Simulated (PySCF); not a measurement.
# C2HF5: the cost of one run

Computed with PySCF 2.14.0. Level: levels as typed in each script, gas phase, geometry from GFN2-xTB.

### Step 1. The system as given

SMILES `FC(F)C(F)(F)F`, 8 atoms, charge 0, spin multiplicity 1.

Bond lengths: F1–C2 1.341 Å, C2–F3 1.341 Å, C2–C4 1.549 Å, C2–H8 1.102 Å, C4–F5 1.325 Å, C4–F6 1.334 Å, C4–F7 1.334 Å. Angles: F1–C2–F3 108.0°, F1–C2–C4 109.7°, F1–C2–H8 109.4°, F3–C2–C4 109.7°, F3–C2–H8 109.4°, C4–C2–H8 110.5°, C2–C4–F5 112.8°, C2–C4–F6 110.1°, C2–C4–F7 110.1°, F5–C4–F6 108.4°, F5–C4–F7 107.9°, F6–C4–F7 107.4°.

As a file:

```xyz
8

F     1.48568    1.08380    0.07338
C     0.87246    0.00162   -0.42785
F     1.48316   -1.08578    0.06452
C    -0.61767    0.00173   -0.00333
F    -0.77728   -0.00989    1.31229
F    -1.23283    1.08015   -0.49220
F    -1.23532   -1.07119   -0.50098
H     0.96060    0.00611   -1.52597
```

### Step 2. Density, bond paths and surface potential (PBE0/def2-tzvp)

The input, input.py:

```python
import numpy as np
from pyscf import gto, scf, dft
from pyscf.scf import atom_ks, atom_hf
from scipy.linalg import block_diag

def solve(mol, dm0=None, hcore=None):
    mf = (dft.UKS if mol.spin else dft.RKS)(mol, xc='pbe0')
    mf.grids.level = 3
    mf = mf.density_fit(auxbasis='def2-universal-jkfit')
    mf.conv_tol, mf.max_cycle = 1e-8, 80
    if hcore is not None:
        mf.get_hcore = lambda *args: hcore
    mf.kernel(dm0)
    if not mf.converged:
        mf = mf.newton().run(mf.mo_coeff, mf.mo_occ, max_cycle=30)
    assert mf.converged, 'SCF not converged'
    return mf

mol = gto.M(atom='''
F      1.48568     1.08380     0.07338
C      0.87246     0.00162    -0.42785
F      1.48316    -1.08578     0.06452
C     -0.61767     0.00173    -0.00333
F     -0.77728    -0.00989     1.31229
F     -1.23283     1.08015    -0.49220
F     -1.23532    -1.07119    -0.50098
H      0.96060     0.00611    -1.52597
''', basis='def2-tzvp', charge=0, spin=0, verbose=4)
mf = solve(mol)
mf.analyze()
# spherically averaged free atoms, for the promolecule
atm = atom_ks.get_atm_nrks(mol, xc='pbe0')
pro = block_diag(*[(atm[a[0]][2] * atm[a[0]][3]) @ atm[a[0]][2].T for a in mol._atom])
np.savez('result.npz', e=mf.e_tot, c=mf.mo_coeff, occ=mf.mo_occ, eps=mf.mo_energy, pro=pro, dip=mf.dip_moment(verbose=0), s2=mf.spin_square()[0])
```

The run is started by

```bash
$ OMP_NUM_THREADS=1 python input.py
```

What time and memory should one allow on 1 thread of Intel Xeon Platinum 8259CL at 2.50GHz (Skylake/Cascade Lake), shared host?

About 23 s, with a peak of 0.82 GiB.
